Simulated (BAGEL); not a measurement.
# CH3NOSi (Si(NCO)H3) at HF/6-31G(d) (density fitting with qzvpp-jkfit, spherical functions)

Aim: the energy change on altering one bond length of CH3NOSi (Si(NCO)H3) at HF/6-31G* (density fitting with qzvpp-jkfit, spherical functions), from 2 runs. 

The results are computed with BAGEL 1.2.2.

9 further runs of the same task are left out: 7 that didn't finish, 2 set aside as unsound or not needed.

## 1. The system as given

CH3NOSi: 7 atoms, total charge 0, spin state singlet. SMILES: `[H][Si]([H])([H])N=C=O`. The shape is that of a GFN2-xTB optimisation.

Bond lengths: Si1–N2 1.716 Å, N2–C3 1.183 Å, C3–O4 1.156 Å, Si1–H5 1.461 Å, Si1–H6 1.460 Å, Si1–H7 1.460 Å. Angles: Si1–N2–C3 177.2°, N2–C3–O4 179.4°, N2–Si1–H5 106.5°, N2–Si1–H6 105.7°, N2–Si1–H7 106.4°, H5–Si1–H6 112.5°, H5–Si1–H7 112.4°, H6–Si1–H7 112.7°.

## 2. A single-point energy at HF/6-31G(d) (density fitting with qzvpp-jkfit, spherical functions)

input.json reads:

```json
{ "bagel" : [

{
  "title" : "molecule",
  "basis" : "6-31gs.json",
  "df_basis" : "qzvpp-jkfit",
  "angstrom" : true,
  "geometry" : [
    { "atom" : "Si", "xyz" : [   -0.002880,   -0.001990,   -1.063700 ] },
    { "atom" : "N", "xyz" : [   -0.014160,    0.033040,    0.651740 ] },
    { "atom" : "C", "xyz" : [    0.004760,    0.005860,    1.834530 ] },
    { "atom" : "O", "xyz" : [    0.014960,   -0.012170,    2.990820 ] },
    { "atom" : "H", "xyz" : [    1.400400,   -0.007110,   -1.468610 ] },
    { "atom" : "H", "xyz" : [   -0.703260,    1.206090,   -1.488570 ] },
    { "atom" : "H", "xyz" : [   -0.699830,   -1.223710,   -1.456200 ] }
  ]
},
{
  "title" : "hf"
},
{
  "title" : "print",
  "file" : "orbitals.molden",
  "orbitals" : true
}

]}
```

The basis set 6-31G* is read from a file made from the Basis Set Exchange's data (not shown).

Started as:

```
$ BAGEL_NUM_THREADS=1 BAGEL input.json > input.out
```

Output:

```text
* using 1 threads per process

  ===============================================================
  ===============================================================

  *** Geometry ***

  { "atom" : "Si", "xyz" : [     -0.005442,     -0.003761,     -2.010102 ] },
  { "atom" : "N", "xyz" : [     -0.026759,      0.062437,      1.231610 ] },
  { "atom" : "C", "xyz" : [      0.008995,      0.011074,      3.466759 ] },
  { "atom" : "O", "xyz" : [      0.028270,     -0.022998,      5.651831 ] },
  { "atom" : "H", "xyz" : [      2.646372,     -0.013436,     -2.775271 ] },
  { "atom" : "H", "xyz" : [     -1.328969,      2.279180,     -2.812990 ] },
  { "atom" : "H", "xyz" : [     -1.322487,     -2.312477,     -2.751819 ] },

  Number of auxiliary basis functions:      411

  Since a DF basis is specified, we compute 2- and 3-index integrals:
    o Being stored without compression. Storage requirement is 0.014 GB

  Number of basis functions:       66
  Number of electrons      :       38

    * METHOD: MOLECULE                             0.14

  *** RHF ***

  === Nuclear Repulsion ===
   139.2020795479

      * DIIS with orbital gradients will be used.

  === RHF iteration (6-31gs.json) ===
      0       -457.70666804          0.02256940           0.04
      1       -457.82824068          0.01451095           0.04
      2       -457.87970431          0.00197868           0.04
      3       -457.88093303          0.00089422           0.03
      4       -457.88116780          0.00021282           0.03
      5       -457.88118206          0.00005024           0.04
      6       -457.88118327          0.00001400           0.03
      7       -457.88118340          0.00000478           0.03
      8       -457.88118341          0.00000202           0.04
      9       -457.88118341          0.00000058           0.03
     10       -457.88118341          0.00000025           0.03
     11       -457.88118341          0.00000008           0.04
     12       -457.88118341          0.00000002           0.04
     13       -457.88118341          0.00000001           0.04
    * SCF iteration converged.

    * Permanent dipole moment:
           (   -0.007094,     0.017562,     1.090601) a.u.

    * METHOD: HF                                   0.61

    * METHOD: PRINT                                0.01

  ===============================================================
```

Wall time 0.93 s (1 thread of Arm Neoverse V2, shared host); peak memory 0.083 GiB.

## 3. The distorted shape

input.json reads:

```json
{ "bagel": [

{
  "title": "molecule",
  "basis": "6-31gs.json",
  "df_basis": "qzvpp-jkfit",
  "angstrom": true,
  "geometry": [
    { "atom": "Si", "xyz": [      -0.015120,       0.019645,      -2.451202 ] },
    { "atom": "N", "xyz": [      -0.026400,       0.054675,      -0.735762 ] },
    { "atom": "C", "xyz": [      -0.007480,       0.027495,       0.447028 ] },
    { "atom": "O", "xyz": [       0.014960,      -0.012170,       2.990820 ] },
    { "atom": "H", "xyz": [       1.388160,       0.014525,      -2.856112 ] },
    { "atom": "H", "xyz": [      -0.715500,       1.227725,      -2.876072 ] },
    { "atom": "H", "xyz": [      -0.712070,      -1.202075,      -2.843702 ] }
  ]
},

{ "title": "hf" },

{ "title": "print", "file": "orbitals.molden", "orbitals": true }

]}
```

The basis set 6-31G* is read from a file made from the Basis Set Exchange's data (not shown).

Started as:

```
$ BAGEL_NUM_THREADS=1 BAGEL input.json > input.out
```

Output:

```text
* using 1 threads per process

  ===============================================================
  ===============================================================

  *** Geometry ***

  { "atom" : "Si", "xyz" : [     -0.028573,      0.037124,     -4.632100 ] },
  { "atom" : "N", "xyz" : [     -0.049889,      0.103321,     -1.390389 ] },
  { "atom" : "C", "xyz" : [     -0.014135,      0.051958,      0.844760 ] },
  { "atom" : "O", "xyz" : [      0.028270,     -0.022998,      5.651831 ] },
  { "atom" : "H", "xyz" : [      2.623242,      0.027448,     -5.397269 ] },
  { "atom" : "H", "xyz" : [     -1.352099,      2.320064,     -5.434988 ] },
  { "atom" : "H", "xyz" : [     -1.345617,     -2.271593,     -5.373818 ] },

  Number of auxiliary basis functions:      411

  Since a DF basis is specified, we compute 2- and 3-index integrals:
    o Being stored without compression. Storage requirement is 0.014 GB

  Number of basis functions:       66
  Number of electrons      :       38

    * METHOD: MOLECULE                             0.14

  *** RHF ***

  === Nuclear Repulsion ===
   118.1754152553

      * DIIS with orbital gradients will be used.

  === RHF iteration (6-31gs.json) ===
      0       -456.72384010          0.03863837           0.04
      1       -450.09268512          0.06818064           0.04
      2       -456.46602308          0.04255206           0.04
      3       -456.52054464          0.03977062           0.03
      4       -456.50994935          0.03908632           0.03
      5       -456.68507493          0.03645501           0.04
      6       -456.52179807          0.04142948           0.04
      7       -450.03830665          0.07652894           0.04
      8       -456.84115026          0.03584998           0.04
      9       -456.77851658          0.03690399           0.04
     10       -456.92604646          0.03432111           0.03
     11       -457.18367160          0.03125140           0.04
     12       -457.17521595          0.03194181           0.03
     13       -457.59385319          0.00902618           0.03
     14       -457.63547294          0.00206857           0.04
     15       -457.63819358          0.00091150           0.04
     16       -457.63892552          0.00013304           0.03
     17       -457.63893478          0.00002028           0.04
     18       -457.63893515          0.00000922           0.03
     19       -457.63893529          0.00000828           0.03
     20       -457.63893543          0.00000793           0.04
     21       -457.63893585          0.00000715           0.04
     22       -457.63893673          0.00000542           0.04
     23       -457.63893732          0.00000368           0.04
     24       -457.63893758          0.00000161           0.04
     25       -457.63893761          0.00000045           0.04
     26       -457.63893761          0.00000016           0.04
     27       -457.63893761          0.00000008           0.03
     28       -457.63893761          0.00000005           0.04
     29       -457.63893761          0.00000004           0.04
     30       -457.63893761          0.00000004           0.03
     31       -457.63893761          0.00000003           0.03
     32       -457.63893761          0.00000003           0.04
     33       -457.63893761          0.00000003           0.04
     34       -457.63893761          0.00000002           0.03
     35       -457.63893761          0.00000001           0.03
    * SCF iteration converged.

    * Permanent dipole moment:
           (   -0.001083,     0.012090,     1.394404) a.u.

    * METHOD: HF                                   1.38

    * METHOD: PRINT                                0.01

  ===============================================================
```

Run time: 1.7 s. Hardware: 1 thread of Arm Neoverse V2, shared host; peak memory 0.083 GiB.

## 4. Outcome

Level: HF/6-31G* (density fitting with qzvpp-jkfit, spherical functions).

| quantity | value |
| --- | --- |
| first shape: total energy | -457.88118 Eh |
| first shape: dipole moment | 2.77 D |
| first shape: HOMO energy | -11.80 eV |
| first shape: LUMO energy | 3.43 eV |
| first shape: HOMO–LUMO gap | 15.23 eV |
| distorted shape: total energy | -457.63894 Eh |
| distorted shape: dipole moment | 3.54 D |
| distorted shape: HOMO energy | -13.16 eV |
| distorted shape: LUMO energy | 1.53 eV |
| distorted shape: HOMO–LUMO gap | 14.68 eV |
| energy change with the C3–O4 bond stretched from 1.156 to 2.544 Å | 6.592 eV |

In words: With the C3–O4 bond stretched from 1.156 to 2.544 Å the energy rises by 6.59 eV (152 kcal/mol). The first shape isn't relaxed at this level, so the change isn't measured from a minimum. A restricted reference can't describe the breaking bond well at this length.
